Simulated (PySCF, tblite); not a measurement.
# C5H9FO2: geometry, infrared bands and NMR shifts

Aim: predict the infrared bands and NMR shifts of C5H9FO2 (`C[C@@H]1CCO[C@H](F)O1`).

Computed with tblite 0.8.0 and PySCF 2.14.0, with density-fitted response routines of our own, on a single molecule in the gas phase. Atoms are numbered from 0 throughout.

## (1) The starting structure

17 atoms, charge 0, multiplicity 1; geometry from: force field or distance geometry start.

Bonds of the start (Å): C0–C1 1.51, C1–C2 1.52, C2–C3 1.51, C3–O4 1.39, O4–C5 1.41, C5–F6 1.39, C5–O7 1.37, O7–C1 1.39, C0–H8 1.11, C0–H9 1.13, C0–H10 1.10, C1–H11 1.11, C2–H12 1.11, C2–H13 1.10, C3–H14 1.13, C3–H15 1.12, C5–H16 1.11.

## (2) Geometry optimisation with GFN2-xTB

The job: settings as JSON, then the geometry in Å.

```
{"job": {"kind": "relax", "xc": "GFN2-xTB", "basis": "xTB"}, "charge": 0, "multiplicity": 1}
C     -1.310400     1.164600     0.183700
C     -0.751100     0.086300    -0.712200
C     -0.517600    -1.157400     0.123800
C      0.799300    -0.991700     0.836700
O      1.759300    -0.881300    -0.165400
C      1.550700     0.398000    -0.719300
F      1.624800     1.359600     0.279400
O      0.374300     0.499600    -1.408900
H     -1.325500     2.124400    -0.372500
H     -2.368300     0.885700     0.473400
H     -0.737000     1.317000     1.108800
H     -1.541000    -0.126100    -1.466100
H     -0.476000    -2.074400    -0.501400
H     -1.310400    -1.300400     0.874500
H      0.806100    -0.018000     1.401600
H      1.042500    -1.856700     1.499500
H      2.373200     0.582800    -1.445500
```

Launch:

```bash
$ OMP_NUM_THREADS=1 python probes_run.py task.json out
```

One launch serves the whole session: the jobs run in the order shown.

**Question.** This job is followed by: GFN2-xTB harmonic vibrations, gas phase; GIAO PBE0/pcSseg-1 NMR shielding, non-relativistic, gas phase. Predict these results of the whole session: strongest single infrared mode (GFN2-xTB); zero-point energy (GFN2-xTB); ¹³C shifts against TMS (PBE0/pcSseg-1); ¹H shifts against TMS (PBE0/pcSseg-1, means over atoms taken as alike); ¹⁷O shifts against H2O (PBE0/pcSseg-1); ¹⁹F shifts against CFCl3 (PBE0/pcSseg-1).

The runs gave:

| quantity | value |
| --- | --- |
| strongest single infrared mode (GFN2-xTB) | 851 cm⁻¹, 195 km/mol |
| zero-point energy (GFN2-xTB) | 87.0 kcal/mol |
| ¹³C shifts against TMS (PBE0/pcSseg-1) | 118.4, 70.3, 57.1, 31.3, 23.8 ppm |
| ¹H shifts against TMS (PBE0/pcSseg-1, means over atoms taken as alike) | 6.16, 4.60, 4.25, 3.84, 2.46, 1.56, 1.06 ppm |
| ¹⁷O shifts against H2O (PBE0/pcSseg-1) | 111.8, 93.1 ppm |
| ¹⁹F shifts against CFCl3 (PBE0/pcSseg-1) | -102.2 ppm |

**Reading.** Relaxing lowered the energy by 0.501 eV in 64 steps; the close pair that moved most is C1–O7, from 1.387 to 1.439 Å. No mode is imaginary among the 45: a minimum at this level. The strongest single mode, at 851 cm⁻¹, moves mainly C5. GFN2-xTB is a fitted tight-binding method: band positions and strengths are rough. Its intensities can rank the bands wrongly. The most deshielded hydrogen is H16 (hydrogen on an sp3 carbon bearing two oxygens), at 6.16 ppm: its carbon carries F and O, hence the downfield position. At PBE0/pcSseg-1: The largest span, 207 ppm, is at F6, where the paramagnetic term is -204 ppm.
